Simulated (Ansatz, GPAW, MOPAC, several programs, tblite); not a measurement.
Many methods on one cell: PtOSe (Janus 1T monolayer)

A free-standing Janus 1T monolayer of PtOSe, relaxed with r2SCAN in Ansatz, was computed with several methods. The sheet's in-plane cell has a = 3.438 Å, b = 3.438 Å (γ = 120.0°), and its outermost atoms lie 2.25 Å apart along the normal. Around Pt lie 3 O at 2.20 Å and 3 Se at 2.38 Å; around O lie 3 Pt at 2.20 Å; around Se lie 3 Pt at 2.38 Å. Simulation only: spin-unpolarised, and no claim that this is the phase found in nature.

```
Pt O Se
1.0
     3.43791    0.00000    0.00000
    -1.71896    2.97732    0.00000
     0.00000    0.00000   29.29638
Pt O Se
1 1 1
Direct
  0.00000 0.00000 0.31146
  0.33333 0.66667 0.34347
  0.66667 0.33333 0.26669
```
The sheet repeats along a and b alone.

Gaps and times are for a single point on this cell. Times are rough, from shared hosts (Arm Neoverse V1), and each method has its own mesh and cell size. PM7 (MOPAC) and PM6 (MOPAC): levels, charges or heat of formation failed a check of plausibility, so no values are given. PM6 (MOPAC), PM7 (MOPAC), GFN1-xTB (tblite), GFN2-xTB (tblite) treat a cluster of cells at its zone centre, which samples few k points: where these miss a band edge, the gap comes out too large for that reason alone. Gaps from k meshes are read at a limited set of points (mesh, symmetry points, PBE's band edges), so each method's own least gap may be somewhat smaller. xTB and the PM methods were fitted mostly to molecules, and can miss a solid's gap by electronvolts. Minimal bases can be far off for gaps. GLLB-SC's gap includes the derivative discontinuity. d marks a direct gap, i an indirect one (no mark: not told apart), a dash a value that wasn't computed or didn't pass its checks.

```csv
method,kind,gap (eV),atoms computed,processor time
PM7 (MOPAC),semi-empirical,–,27,0.74 s
GFN1-xTB (tblite),tight binding,1.31,27,1 s
GFN2-xTB (tblite),tight binding,0.65,27,1.2 s
PM6 (MOPAC),semi-empirical,–,27,2.1 s
light PBE (260 eV and a coarse mesh),light plane-wave,0.77 i,3,5.5 s
PBE/single zeta (GPAW),small basis,0.86 i,3,16 s
PBE,semilocal,0.81 i,3,19 s
r2SCAN,semilocal,1.01 i,3,50 s
GLLB-SC (GPAW),model potential,1.58,3,83 s
```

Against r2SCAN (1.01 eV) and with closed or daggered gaps left aside, the nearest gap at the points sampled is that of PBE/single zeta (GPAW) (-0.15 eV) and the farthest that of GLLB-SC (GPAW) (+0.57 eV). r2SCAN is only a yardstick of convenience: semilocal gaps usually lie below measured ones, which GLLB-SC and hybrids aim to mend.

Spin-orbit coupling is left out, which matters wherever the heavy atoms make up the band edges.
